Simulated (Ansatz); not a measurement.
Below is the output of a Python script on Ansatz's Python interface that makes an equation of state with a fit of YSn3, space group Fm-3m. Write a script that gives it. Level of theory (first run): LDA, norm-conserving potentials, the default cutoff (980 eV here), 5×5×5 k-points, Fermi-Dirac smearing of 0.01 eV.

```
Y Sn
1.0
     0.00000    3.82079    3.82079
     3.82079    0.00000    3.82079
     3.82079    3.82079    0.00000
Y Sn
1 3
Direct
  0.00000 0.00000 0.00000
  0.50000 0.50000 0.50000
  0.25000 0.25000 0.25000
  0.75000 0.75000 0.75000
```

```console
$ python eos.py
V =  24.5421 A^3/atom  F = -1881.85683 eV/atom  P =    3.756 GPa
V =  25.6576 A^3/atom  F = -1881.87133 eV/atom  P =    0.539 GPa
V =  26.7732 A^3/atom  F = -1881.86608 eV/atom  P =   -1.952 GPa
V =  27.8887 A^3/atom  F = -1881.84517 eV/atom  P =   -3.979 GPa
V =  29.0043 A^3/atom  F = -1881.81166 eV/atom  P =   -5.583 GPa
V =  30.1198 A^3/atom  F = -1881.76835 eV/atom  P =   -6.796 GPa
V =  31.2354 A^3/atom  F = -1881.71770 eV/atom  P =   -7.718 GPa
Vinet fit: V0 = 25.8818 A^3/atom, B0 = 62.9 GPa, B1 = 4.38
largest residual 0.098 meV/atom
```

The script that was run (others could print the same):

`eos.py`:
```python
# -*- coding: utf-8 -*-
'''Energy against volume for YSn3, with a fit.'''

import warnings

import ansatz
import numpy as np
from scipy.optimize import curve_fit

VECTORS = np.array([
    [0.0, 3.820788, 3.820788],
    [3.820788, 0.0, 3.820788],
    [3.820788, 3.820788, 0.0],
])
SITES = [
    ('Y', (0.0, 0.0, 0.0)),
    ('Sn', (0.5, 0.5, 0.5)),
    ('Sn', (0.25, 0.25, 0.25)),
    ('Sn', (0.75, 0.75, 0.75)),
]


def build(cell):
    crystal = ansatz.Crystal(lattice=ansatz.Lattice.of(cell))
    for symbol, position in SITES:
        crystal = crystal.atom(symbol, position)
    return crystal

def vinet(v, e0, v0, b0, b1):
    eta = (v / v0) ** (1 / 3)
    return e0 + 2 * b0 * v0 / (b1 - 1) ** 2 * (2 - (5 + 3 * b1 * (eta - 1) - 3 * eta) * np.exp(-1.5 * (b1 - 1) * (eta - 1)))


def main():
    warnings.simplefilter('ignore', ansatz.DeckWarning)

    # uniform scaling of the cell
    volumes, energies, pressures = [], [], []
    for scale in np.linspace(0.88, 1.12, 7):
        cell = VECTORS * scale ** (1 / 3)
        model = (
            build(cell).calculation()
            .functional('LDA')
            .pseudopotentials('nc')
            .accuracy('low')
            .occupations(ansatz.OccupationsMethod.FERMI_DIRAC, width=0.01)
            .scf(extra_bands=4)
            .kpoints(5, 5, 5)
            .stress()
        )
        summary = model.run(threads=1).report
        volumes.append(abs(np.linalg.det(cell)) / len(SITES))
        energies.append(summary['free_energy_ev'] / len(SITES))
        pressures.append(np.trace(summary['stress_gpa']) / 3)
        print(f'V = {volumes[-1]:8.4f} A^3/atom  F = {energies[-1]:.5f} eV/atom  P = {pressures[-1]:8.3f} GPa')

    guess = (min(energies), volumes[int(np.argmin(energies))], 0.5, 4.5)
    (e0, v0, b0, b1), _ = curve_fit(vinet, np.array(volumes), np.array(energies), p0=guess, maxfev=20000)
    print(f'Vinet fit: V0 = {v0:.4f} A^3/atom, B0 = {160.21766 * b0:.1f} GPa, B1 = {b1:.2f}')
    print('largest residual', round(1000 * float(np.abs(vinet(np.array(volumes), e0, v0, b0, b1) - energies).max()), 3), 'meV/atom')


if __name__ == '__main__':
    main()
```

A third-order Birch-Murnaghan fit through the 7 points (the script's own form differs a little) has its minimum at 25.88 Å³ an atom, 7.2 % below the typed cell, with a bulk modulus of 63 GPa. From that minimum the energy rises by 15.0 meV an atom on the compressed side and 154.1 meV on the expanded side. The window is off centre, so dB/dP is rough.

Caveats:
- The settings weren't tested for convergence.
- For a metal this k-point mesh is coarse: on a finer one energies can move by several to tens of meV an atom and pressures by half a GPa or more, differences at one mesh by less.
- Pressure is positive in compression.
- This cell is a computed structure, which may not be the phase found in nature.
- Wall time of the script: 34 s on 1 thread of Intel(R) Xeon(R) Platinum 8488C (Sapphire Rapids), with other jobs on the host, peak memory 0.58 GiB.
